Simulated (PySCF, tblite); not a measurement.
# C6H10BF3: geometry, infrared bands and NMR shifts

Wanted: the infrared bands and NMR shifts of C6H10BF3 (`B[C@H](C(=C)CC)C(F)(F)F`), by calculation.

Computed with tblite 0.8.0 and PySCF 2.14.0, with density-fitted response routines of our own, on a single molecule in the gas phase. Atoms are numbered from 0 throughout.

**1. Starting geometry**

20 atoms, charge 0, multiplicity 1; geometry from: force field or distance geometry start.

Bonds of the start (Å): B0–C1 1.59, C1–C2 1.54, C2–C3 1.35, C2–C4 1.51, C4–C5 1.52, C1–C6 1.54, C6–F7 1.38, C6–F8 1.38, C6–F9 1.39, B0–H10 1.18, B0–H11 1.18, C1–H12 1.13, C3–H13 1.09, C3–H14 1.08, C4–H15 1.12, C4–H16 1.11, C5–H17 1.12, C5–H18 1.12, C5–H19 1.11.

**2. Relaxing the molecule with GFN2-xTB**

The job: settings as JSON, then the geometry in Å.

```
{"job": {"kind": "relax", "xc": "GFN2-xTB", "basis": "xTB"}, "charge": 0, "multiplicity": 1}
B     -1.110500     1.830300    -0.479200
C     -1.020900     0.421100     0.257300
C      0.194300    -0.386500    -0.220700
C      0.313300    -0.728400    -1.525800
C      1.251800    -0.806500     0.769300
C      2.490500     0.070200     0.626900
C     -2.327500    -0.380300     0.163300
F     -3.346700     0.320600     0.786100
F     -2.673200    -0.617400    -1.151300
F     -2.188200    -1.601400     0.814900
H     -1.331100     1.884000    -1.641700
H     -0.959600     2.830900     0.129400
H     -0.873300     0.660400     1.351600
H      1.174600    -1.313700    -1.856000
H     -0.426700    -0.439300    -2.256400
H      0.872400    -0.728500     1.816200
H      1.527300    -1.866000     0.596100
H      3.251900    -0.248800     1.378000
H      2.234500     1.138700     0.817300
H      2.941900    -0.028800    -0.378500
```

The run is started by

```sh
$ OMP_NUM_THREADS=1 python probes_run.py task.json out
```

This one command runs all jobs of the session in turn.

**Question.** This job is followed by: GFN2-xTB harmonic vibrations, gas phase; GIAO PBE0/pcSseg-1 NMR shielding, non-relativistic, gas phase. Predict these results of the whole session: strongest single infrared mode (GFN2-xTB); zero-point energy (GFN2-xTB); 13C shifts against TMS (PBE0/pcSseg-1); 1H shifts against TMS (PBE0/pcSseg-1, means over atoms taken as alike); 11B shifts against BF3·OEt2 (PBE0/pcSseg-1); 19F shifts against CFCl3 (PBE0/pcSseg-1, means over atoms taken as alike).

The runs gave:

| quantity | value |
| --- | --- |
| strongest single infrared mode (GFN2-xTB) | 1038 cm⁻¹, 243 km/mol |
| zero-point energy (GFN2-xTB) | 93.5 kcal/mol |
| 13C shifts against TMS (PBE0/pcSseg-1) | 143.3, 138.0, 129.5, 53.1, 40.0, 17.1 ppm |
| 1H shifts against TMS (PBE0/pcSseg-1, means over atoms taken as alike) | 6.26, 5.71, 5.50, 3.43, 2.34, 2.32, 1.10 ppm |
| 11B shifts against BF3·OEt2 (PBE0/pcSseg-1) | 60.8 ppm |
| 19F shifts against CFCl3 (PBE0/pcSseg-1, means over atoms taken as alike) | -81.6 ppm |

What this shows: The optimisation took 136 steps and gained 0.444 eV; among the close pairs (by a distance rule), C6–F9 changed most, from 1.391 to 1.349 Å. No mode is imaginary among the 54: a minimum at this level. The strongest single mode, at 1038 cm⁻¹, moves mainly C6. GFN2-xTB is a fitted tight-binding method: band positions and strengths are rough. Its intensities can rank the bands wrongly. C2 (fully substituted alkene carbon) lies farthest downfield among carbon, at 143.3 ppm; as expected for a trigonal carbon in a double bond. At PBE0/pcSseg-1: Shielding is most anisotropic at C2 (span 236 ppm, paramagnetic term -221 ppm).
